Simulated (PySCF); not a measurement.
**B3LYP/def2-TZVPPD run of KCl (SMILES [Cl][K])**

What is the vertical singlet–triplet gap of KCl at B3LYP/def2-TZVPPD? 

The calculation is run with PySCF 2.14.0.

5 further runs of the same task are left out: 1 that didn't finish, 4 set aside as unsound or not needed.

## (1) Starting point

The species is KCl (2 atoms), meant as a singlet with charge 0. SMILES: `[Cl][K]`. Geometry: relaxed at PBE0-D4/def2-TZVP.

Bond lengths: Cl1–K2 2.684 Å.

## (2) The energy at B3LYP/def2-TZVPPD

Input file job.py:

```python
from pyscf import gto, dft

mol = gto.M(
    atom='''
Cl     1.142550    -0.405560     0.575750
K     -1.142550     0.405560    -0.575750
''',
    basis='def2-tzvppd',
    verbose=4,
    max_memory=1860,
)

ks = dft.RKS(mol)
ks.xc = 'b3lyp'
ks.grids.level = 5
ks.conv_tol = 1e-10
ks.kernel()
if not ks.converged:
    ks = ks.newton().run(ks.mo_coeff, ks.mo_occ)

etot = ks.e_tot
print(f'total energy: {etot:.8f} hartree')
```

Command:

```console
$ OMP_NUM_THREADS=1 python job.py
```

Log:

```text
PySCF version 2.14.0

[INPUT] num. atoms = 2
[INPUT] num. electrons = 36
[INPUT] charge = 0
[INPUT] spin (= nelec alpha-beta = 2S) = 0
[INPUT] symmetry False subgroup None
[INPUT] Mole.unit = angstrom
[INPUT] Symbol           X                Y                Z      unit          X                Y                Z       unit  Magmom
[INPUT]  1 Cl     1.142550000000  -0.405560000000   0.575750000000 AA    2.159106583622  -0.766397327079   1.088009816218 Bohr   0.0
[INPUT]  2 K     -1.142550000000   0.405560000000  -0.575750000000 AA   -2.159106583622   0.766397327079  -1.088009816218 Bohr   0.0

nuclear repulsion = 63.6751665838973
number of shells = 31
number of NR pGTOs = 140
number of NR cGTOs = 87
basis = def2-tzvppd
ecp = {}

******** <class 'pyscf.dft.rks.RKS'> ********
method = RKS
initial guess = minao
damping factor = 0
level_shift factor = 0
DIIS = <class 'pyscf.scf.diis.CDIIS'>
diis_start_cycle = 1
diis_space = 8
diis_damp = 0
SCF conv_tol = 1e-10
SCF conv_tol_grad = None
SCF max_cycles = 50
direct_scf = True
direct_scf_tol = 1e-13
XC library pyscf.dft.libxc version 7.0.0
    S. Lehtola, C. Steigemann, M. J.T. Oliveira, and M. A.L. Marques.,  SoftwareX 7, 1–5 (2018)
XC functionals = b3lyp
    P. J. Stephens, F. J. Devlin, C. F. Chabalowski, and M. J. Frisch.,  J. Phys. Chem. 98, 11623 (1994)
radial grids:
    Treutler-Ahlrichs [JCP 102, 346 (1995); DOI:10.1063/1.469408] (M4) radial grids

becke partition: Becke, JCP 88, 2547 (1988); DOI:10.1063/1.454033
pruning grids: <function nwchem_prune>
grids dens level: 5
symmetrized grids: False
atomic radii adjust function: <function treutler_atomic_radii_adjust>
small_rho_cutoff = 0
Set gradient conv threshold to 1e-05
Initial guess from minao.
tot grids = 86200
init E= -1060.07513202883
  HOMO = -0.379733190993408  LUMO = -0.0789170610174459  gap/eV = 8.18562
cycle= 1 E= -1060.18830912924  delta_E= -0.113  |g|= 0.402  |ddm|= 0.987
  HOMO = -0.103164191322407  LUMO = -0.0607451692043028  gap/eV = 1.15428
cycle= 2 E= -1060.09063330083  delta_E= 0.0977  |g|= 0.719  |ddm|= 1.39
  HOMO = -0.216182008170749  LUMO = -0.0615616836424913  gap/eV = 4.20743
cycle= 3 E= -1060.24642828692  delta_E= -0.156  |g|= 0.0251  |ddm|= 0.921
  HOMO = -0.213605915072687  LUMO = -0.0610167048067289  gap/eV = 4.15216
cycle= 4 E= -1060.24651022254  delta_E= -8.19e-05  |g|= 0.0163  |ddm|= 0.0324
  HOMO = -0.213846038662312  LUMO = -0.0602500331930322  gap/eV = 4.17956
cycle= 5 E= -1060.24657015052  delta_E= -5.99e-05  |g|= 0.00239  |ddm|= 0.0108
  HOMO = -0.214292249655143  LUMO = -0.0600121923865373  gap/eV = 4.19817
cycle= 6 E= -1060.24657140738  delta_E= -1.26e-06  |g|= 0.000227  |ddm|= 0.0025
  HOMO = -0.214305283323759  LUMO = -0.0599894289346707  gap/eV = 4.19915
cycle= 7 E= -1060.24657142226  delta_E= -1.49e-08  |g|= 5.99e-05  |ddm|= 0.000335
  HOMO = -0.21430650288133  LUMO = -0.0599805061455996  gap/eV = 4.19942
cycle= 8 E= -1060.24657142335  delta_E= -1.09e-09  |g|= 8.95e-06  |ddm|= 9.51e-05
  HOMO = -0.214304092105761  LUMO = -0.0599777889203637  gap/eV = 4.19943
cycle= 9 E= -1060.2465714234  delta_E= -4.68e-11  |g|= 1.76e-06  |ddm|= 2.14e-05
  HOMO = -0.214303520201793  LUMO = -0.0599775301364005  gap/eV = 4.19942
Extra cycle  E= -1060.24657142339  delta_E= 6.14e-12  |g|= 1.41e-06  |ddm|= 3.06e-06
converged SCF energy = -1060.24657142339
total energy: -1060.24657142 hartree
```

It took 9.3 s on 1 thread of Arm Neoverse N1, shared host; peak memory 0.4 GiB.

## (3) The triplet

Input file run.py:

```python
from pyscf import gto, dft

mol = gto.Mole()
mol.atom = 'Cl 1.142550 -0.405560 0.575750; K -1.142550 0.405560 -0.575750'
mol.spin = 2
mol.verbose = 3
mol.max_memory = 1860
mol.basis = 'def2-tzvppd'
mol.build()

calc0 = dft.UKS(mol)
calc0.xc = 'b3lyp'
calc0.grids.level = 5
calc0.conv_tol = 1e-10
calc0.kernel()
if not calc0.converged:
    calc0 = calc0.newton().run(calc0.mo_coeff, calc0.mo_occ)

etot = calc0.e_tot
print('E = %.10f Eh' % etot)
```

Command:

```console
$ OMP_NUM_THREADS=1 python run.py
```

Log:

```text
WARN: HOMO -0.078917061017453 >= LUMO -0.379733190993408

WARN: HOMO -0.0968527015861049 >= LUMO -0.305719819188237

WARN: HOMO -0.0982390181963737 >= LUMO -0.290700101191852

WARN: HOMO -0.0973898221435157 >= LUMO -0.290441133504753

WARN: HOMO -0.0973515291346558 >= LUMO -0.289802642887356

WARN: HOMO -0.0973445319708972 >= LUMO -0.28970207859297

WARN: HOMO -0.0973445207155663 >= LUMO -0.289730698222026

WARN: HOMO -0.0973450489209746 >= LUMO -0.289714643639275

WARN: HOMO -0.0973455349077561 >= LUMO -0.289711378628578

WARN: HOMO -0.0973454506541636 >= LUMO -0.289710609873023

WARN: HOMO -0.0973455064837729 >= LUMO -0.28971064919871

converged SCF energy = -1060.07504351161  <S^2> = 2.0031852  2S+1 = 3.0021227
E = -1060.0750435116 Eh
```

Wall time 17 s (1 thread of Arm Neoverse N1, shared host); peak memory 0.41 GiB.

## (4) Outcome

At B3LYP/def2-TZVPPD:

| quantity | value |
| --- | --- |
| singlet: total energy | -1060.24657 Eh |
| singlet: dipole moment | 10.23 D |
| singlet: HOMO energy | -5.83 eV |
| singlet: LUMO energy | -1.63 eV |
| singlet: HOMO–LUMO gap | 4.20 eV |
| triplet: total energy | -1060.07504 Eh |
| triplet: dipole moment | 1.94 D |
| triplet: HOMO energy (highest over α and β) | -2.65 eV |
| triplet: ⟨S²⟩ | 2.003 |
| vertical energy of the triplet above the singlet | 4.668 eV |

**Reading.** At this shape the triplet lies 4.67 eV (450 kJ/mol) above the singlet.
